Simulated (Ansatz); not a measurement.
**C₈H₁₂O₂: basis-set convergence**

How large a basis does C₈H₁₂O₂ need? Two functionals are run in growing sets.

Program: Ansatz 0.2.0, Gaussian basis. Level of theory: one geometry, several basis sets. These are calculated values, not measurements.

Levels to be run: PBE0-D4/def2-SVP; ωB97M-V/def2-SVP; PBE0-D4/def2-QZVPP; ωB97M-V/def2-QZVPP; the functionals' def2-TZVPP values are taken from earlier runs.

**1. The relaxed structure**

The geometry comes from an earlier relaxation with PBE0-D4 in a triple-zeta def2 set; it is a stationary point, not always the lowest conformer.

22 atoms, charge 0, spin multiplicity 1.

Atoms are counted from 1 here; the program's logs count them from 0.

Bond lengths: C1–C2 1.521 Å, C1–H11 1.092 Å, C1–H12 1.092 Å, C1–H13 1.092 Å, C2–C3 1.521 Å, C2–C4 1.538 Å, C2–C9 1.538 Å, C3–H14 1.092 Å, C3–H15 1.092 Å, C3–H16 1.092 Å, C4–O5 1.194 Å, C4–C6 1.538 Å, C6–C7 1.521 Å, C6–C8 1.521 Å, C6–C9 1.538 Å, C7–H17 1.092 Å, C7–H18 1.092 Å, C7–H19 1.092 Å and more. Angles: C2–C1–H11 109.8°, C2–C1–H12 109.8°, C2–C1–H13 112.1°, H11–C1–H12 108.9°, H11–C1–H13 108.1°, H12–C1–H13 108.1°, C1–C2–C3 112.1°, C1–C2–C4 114.1°, C1–C2–C9 114.1°, C3–C2–C4 114.2°, C3–C2–C9 114.2°, C4–C2–C9 85.8°, C2–C3–H14 109.8°, C2–C3–H15 112.1°, C2–C3–H16 109.8°, H14–C3–H15 108.1°, H14–C3–H16 108.9°, H15–C3–H16 108.1° and more.

**2. PBE0-D4 in def2-SVP**

in.yaml

```yaml
crystal:
  periodic: [false, false, false]
  atoms:
    - {symbol: C, position_ang: [0.801052, -2.040184, -0.831645]}
    - {symbol: C, position_ang: [-0.203594, -1.090153, -0.198214]}
    - {symbol: C, position_ang: [-1.515108, -1.783691, 0.136375]}
    - {symbol: C, position_ang: [-0.369504, 0.241546, -0.948964]}
    - {symbol: O, position_ang: [-0.791111, 0.517111, -2.031446]}
    - {symbol: C, position_ang: [0.203829, 1.090127, 0.198109]}
    - {symbol: C, position_ang: [-0.801344, 2.039676, 0.831487]}
    - {symbol: C, position_ang: [1.515113, 1.784227, -0.136099]}
    - {symbol: C, position_ang: [0.370021, -0.241603, 0.948742]}
    - {symbol: O, position_ang: [0.792040, -0.517206, 2.031054]}
    - {symbol: H, position_ang: [0.389780, -2.451541, -1.756026]}
    - {symbol: H, position_ang: [1.017495, -2.861721, -0.145303]}
    - {symbol: H, position_ang: [1.742751, -1.542017, -1.071777]}
    - {symbol: H, position_ang: [-1.961051, -2.191400, -0.773431]}
    - {symbol: H, position_ang: [-2.236397, -1.101347, 0.591093]}
    - {symbol: H, position_ang: [-1.333333, -2.601277, 0.837340]}
    - {symbol: H, position_ang: [-0.390321, 2.451327, 1.755846]}
    - {symbol: H, position_ang: [-1.742791, 1.541042, 1.071629]}
    - {symbol: H, position_ang: [-1.018196, 2.861038, 0.145063]}
    - {symbol: H, position_ang: [1.333155, 2.602083, -0.836698]}
    - {symbol: H, position_ang: [1.960859, 2.191652, 0.773932]}
    - {symbol: H, position_ang: [2.236642, 1.102302, -0.591069]}
basis:
  gaussian: {orbitals: def2-SVP}
hamiltonian: {xc: pbe0, dispersion: d4}
output: {orbitals: {seedname: orbitals}}
```

Command:

```
$ ansatz run in.yaml --threads 5 --pin off --events-out ev --progress --plain --max-ram 66560MiB --backend cpu
```

Further steps of the session: ωB97M-V in def2-SVP; PBE0-D4 in def2-QZVPP; ωB97M-V in def2-QZVPP.

Q: Predict the results of all the runs planned. Wanted: PBE0-D4: double and triple zeta above quadruple; ωB97M-V: double and triple zeta above quadruple.

As calculated:

```
                                       quantity           value
PBE0-D4: double and triple zeta above quadruple  14.52, 0.68 eV
ωB97M-V: double and triple zeta above quadruple  15.12, 0.64 eV
```

In words: For PBE0-D4 the step from double to triple zeta gains 13.84 eV and the next only 0.68 eV. Total energies overstate the basis error of differences, where much of it tends to cancel.
